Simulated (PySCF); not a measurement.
**IrO₄⁺: structure of the singlet**

Where does singlet IrO₄⁺ go from a tetrahedral start, is the end point a minimum, and what are its modes, charges and moments?

Computed with PySCF 2.14.0. Level: PBE, basis Ir def2-SVP with ECP60, O def2-SVP, scalar-relativistic core potentials, no spin–orbit coupling, density fitting.

### 1 The system as given

5 atoms, charge 1, spin multiplicity 1.

Bond lengths: Ir1–O2 1.686 Å, Ir1–O3 1.686 Å, Ir1–O4 1.686 Å, Ir1–O5 1.686 Å. Angles: O2–Ir1–O3 109.5°, O2–Ir1–O4 109.5°, O2–Ir1–O5 109.5°, O3–Ir1–O4 109.5°, O3–Ir1–O5 109.5°, O4–Ir1–O5 109.5°.

Coordinates in bohr (charge 1 multiplicity 1):
```
Ir    0.0000    0.0000    0.0000
O     2.6010    0.0000    1.8389
O    -2.6010    0.0000    1.8389
O     0.0000    2.6010   -1.8389
O     0.0000   -2.6010   -1.8389
```

### 2 Finding the electronic state

The steps below are one call of a driver around PySCF. For each, scf.py gives the equivalent set-up of the SCF; relaxations use the driver's own optimiser. After this first run the driver tries any further starts and a stability analysis.

scf.py

```python
from pyscf import gto, scf, dft
mol = gto.M(atom='''
Ir     0.000000     0.000000     0.000000
O      1.376400     0.000000     0.973100
O     -1.376400     0.000000     0.973100
O      0.000000     1.376400    -0.973100
O     -0.000000    -1.376400    -0.973100''',
    basis={'Ir': 'def2-SVP', 'O': 'def2-SVP'},
    ecp={'Ir': 'def2-SVP'},
    charge=1, spin=0)
mf = dft.RKS(mol, xc='PBE')
mf.grids.atom_grid = (50, 194)
aux = {'Ir': 'def2-universal-JKFIT', 'O': 'def2-universal-JKFIT'}
mf = mf.density_fit(auxbasis=aux)
mf.conv_tol = 1e-08
mf.diis_space = 10
mf.max_cycle = 60
mf.init_guess = 'minao'
mf.verbose = 4
mf.kernel()
```

On the command line:

```sh
> OMP_NUM_THREADS=2 python axn.py task.json out
```

The runs that follow: Relaxing the singlet from the tetrahedral start; Frequencies.

What does the calculation give? Wanted: minimum; geometry; wavenumbers; dipole moment; highest occupied, lowest empty level; polar-tensor charge of Ir1; zero-point energy.

The runs gave:

```
                            quantity                                  value
                             minimum                            singlet, Td
                            geometry  Ir–O 1.714 Å (×4); O–Ir–O 109.5° (×6)
                  wavenumbers (cm⁻¹)  322 (e), 324 (t2), 934 (a1), 946 (t2)
      dipole moment (centre of mass)                                 0.00 D
highest occupied, lowest empty level                      -16.25, -13.24 eV
          polar-tensor charge of Ir1                                +1.60 e
                   zero-point energy                            32.2 kJ/mol
                 entropy at 298.15 K                        295.2 J/(mol K)
```

In words: The tetrahedral start keeps its Td symmetry and ends in a minimum. In the infrared the band at 946 cm⁻¹ (t2, stretch) leads. Only this shape and spin were tried, so other structures or states may lie lower. Spin–orbit coupling, left out here, can matter for elements this heavy.
